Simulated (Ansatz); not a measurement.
**SiNH2Cl (SMILES N[Si]Cl): CAM-B3LYP/STO-3G**

What is the electronic atomisation energy of SiNH2Cl at CAM-B3LYP/STO-3G? 

Program for the calculation: Ansatz 0.2.0.

66 further runs of the same task are left out: 66 set aside as unsound or not needed.

### Step 1. The molecule

SiNH2Cl: 5 atoms, total charge 0, spin state singlet. SMILES: `N[Si]Cl`. Geometry: relaxed at PBE0-D4/def2-TZVP. This is one conformer, not always the lowest.

Bond lengths: N1–Si2 1.701 Å, Si2–Cl3 2.104 Å, N1–H4 1.009 Å, N1–H5 1.010 Å. Angles: N1–Si2–Cl3 98.2°, Si2–N1–H4 121.0°, Si2–N1–H5 126.0°, H4–N1–H5 113.0°.

### Step 2. A single-point energy at CAM-B3LYP/STO-3G

Contents of input.yaml:

```yaml
crystal:
  periodic: [false, false, false]
  atoms:
    - {symbol: "N", position_ang: [-0.148200, 0.583400, -0.233900]}
    - {symbol: Si, position_ang: [-0.116200, -0.341800, 1.192600]}
    - {symbol: Cl, position_ang: [0.649000, -2.124500, 0.377300]}
    - {symbol: H, position_ang: [-0.473300, 1.538600, -0.227400]}
    - {symbol: H, position_ang: [0.138600, 0.270600, -1.150000]}
basis:
  gaussian: {orbitals: STO-3G}
hamiltonian: {xc: {name: CAM-B3LYP}}
accuracy: high
```

On the command line:

```sh
$ ansatz run input.yaml --threads 1 --pin off --max-ram 2610MiB --events-out events.jsonl --progress --plain --runs-dir runs
```

What it wrote:

```text
Warning: RAYON_NUM_THREADS=1 ignored (pool sized by the plan → 1); use --threads N
Functional definition: CAM-B3LYP
  name "CAM-B3LYP"
  parameter alpha = 0.19
  parameter beta = 0.46
  parameter omega = 0.33/bohr
  parameter ac = 0.81
  exchange = (1 - alpha - beta)*b88_x + beta*b88_x_sr(omega) + alpha*exact_x + beta*exact_x_lr(omega)
  correlation = (1 - ac)*vwn5_c + ac*lyp_c
457 factors; integrals over basis functions are off by at most 1.2e-8 eV
181 factors; integrals over basis functions are off by at most 9.4e-10 eV
mean field evaluation 1: about -21673.0035 eV, gradient 2.0e1 eV
mean field evaluation 2: about -21673.2876 eV, gradient 2.1e1 eV
mean field evaluation 4: about -21674.6444 eV, gradient 1.9e-1 eV
mean field evaluation 8: about -21674.6348 eV, gradient 1.5e-3 eV
mean field evaluation 16: about -21674.6348 eV, gradient 5.0e-8 eV
mean field -21674.63484264 eV, -796.5281388718 hartree, gradient 5.0e-8 eV, S^2 0.000000; 0 other end points of the search recorded, 0 dependent functions left out
reference -21674.63485672 eV, -796.5281393891 hartree; 20, 20 occupied and 5, 5 virtual orbitals, 457 factors
Total energy: -21674.63485672 eV, -796.5281393891 hartree
```

It took 1.5 s on 1 thread of Arm Neoverse V1, shared host; peak memory 0.1 GiB.

### Step 3. The Cl atom, same level

Contents of input.yaml:

```yaml
crystal:
  periodic: [false, false, false]
  atoms:
    - {symbol: Cl, position_ang: [0.000000, 0.000000, 0.000000]}
basis:
  gaussian: {orbitals: STO-3G}
magnetization: {spin_polarized: true, initial_magnetization: 1}
hamiltonian: {xc: {name: CAM-B3LYP}}
accuracy: high
```

Run the same way, it converges to -455.11187 Eh (log not shown).

### Step 4. The H atom, same level

Contents of molecule.yaml:

```yaml
crystal:
  periodic: [false, false, false]
  atoms:
    - symbol: H
      position_ang: [0.000000, 0.000000, 0.000000]
basis:
  gaussian: {orbitals: STO-3G}
accuracy: high
magnetization: {spin_polarized: true, initial_magnetization: 1}
hamiltonian: {xc: {name: CAM-B3LYP}}
```

On the command line:

```sh
$ ansatz run molecule.yaml --threads 1 --pin off --max-ram 2610MiB --events-out events.jsonl --progress --plain --runs-dir runs
```

What it wrote (excerpt; [...] marks lines left out):

```text
Warning: RAYON_NUM_THREADS=1 ignored (pool sized by the plan → 1); use --threads N
[... 8 set-up lines as earlier in the session ...]
1 factors; integrals over basis functions are off by at most 4.6e-10 eV
1 factors; integrals over basis functions are off by at most 3.0e-10 eV
mean field evaluation 1: about -12.5879 eV, gradient 0.0e0 eV
mean field evaluation 2: about -12.5879 eV, gradient 0.0e0 eV
mean field -12.58793461 eV, -0.4625980644 hartree, gradient 0.0e0 eV, S^2 0.750000; 0 other end points of the search recorded, 0 dependent functions left out
reference -12.58794100 eV, -0.4625982992 hartree; 1, 0 occupied and 0, 1 virtual orbitals, 1 factors
Total energy: -12.58794100 eV, -0.4625982992 hartree
```

Wall time 0.12 s (1 thread of Arm Neoverse V1, shared host).

### Step 5. The N atom, same level

Contents of input.yaml:

```yaml
crystal:
  periodic: [false, false, false]
  atoms:
    - {symbol: "N", position_ang: [0.000000, 0.000000, 0.000000]}
basis:
  gaussian: {orbitals: STO-3G}
magnetization: {spin_polarized: true, initial_magnetization: 3}
hamiltonian: {xc: {name: CAM-B3LYP}}
accuracy: high
```

On the command line:

```sh
$ ansatz run input.yaml --threads 1 --pin off --max-ram 2610MiB --events-out events.jsonl --progress --plain --runs-dir runs
```

What it wrote (excerpt; [...] marks lines left out):

```text
Warning: RAYON_NUM_THREADS=1 ignored (pool sized by the plan → 1); use --threads N
[... 8 set-up lines as earlier in the session ...]
15 factors; integrals over basis functions are off by at most 1.1e-9 eV
15 factors; integrals over basis functions are off by at most 3.5e-10 eV
mean field evaluation 1: about -1465.6661 eV, gradient 1.5e-9 eV
mean field evaluation 2: about -1465.6661 eV, gradient 9.3e-10 eV
mean field -1465.66612895 eV, -53.8622367749 hartree, gradient 0.0e0 eV, S^2 3.750000; 0 other end points of the search recorded, 0 dependent functions left out
reference -1465.66613565 eV, -53.8622370211 hartree; 5, 2 occupied and 0, 3 virtual orbitals, 15 factors
Total energy: -1465.66613565 eV, -53.8622370211 hartree
```

Wall time 0.24 s (1 thread of Arm Neoverse V1, shared host).

### Step 6. The Si atom, same level

Contents of run.yaml:

```yaml
crystal:
  periodic: [false, false, false]
  atoms:
    - symbol: Si
      position_ang: [0.000000, 0.000000, 0.000000]
basis:
  gaussian: {orbitals: STO-3G}
magnetization: {spin_polarized: true, initial_magnetization: 2}
hamiltonian: {xc: {name: CAM-B3LYP}}
accuracy: high
```

Run the same way, it converges to -285.92344 Eh (log not shown).

### Step 7. Summary of results

Level: CAM-B3LYP/STO-3G.

```
                     quantity          value
       molecule: total energy  -796.52814 Eh
        Cl atom: total energy  -455.11187 Eh
                Cl atom: ⟨S²⟩          0.750
         H atom: total energy    -0.46260 Eh
                 H atom: ⟨S²⟩          0.750
         N atom: total energy   -53.86224 Eh
                 N atom: ⟨S²⟩          3.750
        Si atom: total energy  -285.92344 Eh
                Si atom: ⟨S²⟩          2.000
electronic atomisation energy      19.195 eV
```

**Reading.** Taking the molecule apart into free atoms costs 19.19 eV (1852 kJ/mol), before zero-point energy and without spin-orbit coupling. In a minimal basis such a difference can be off by several eV, whatever the method.
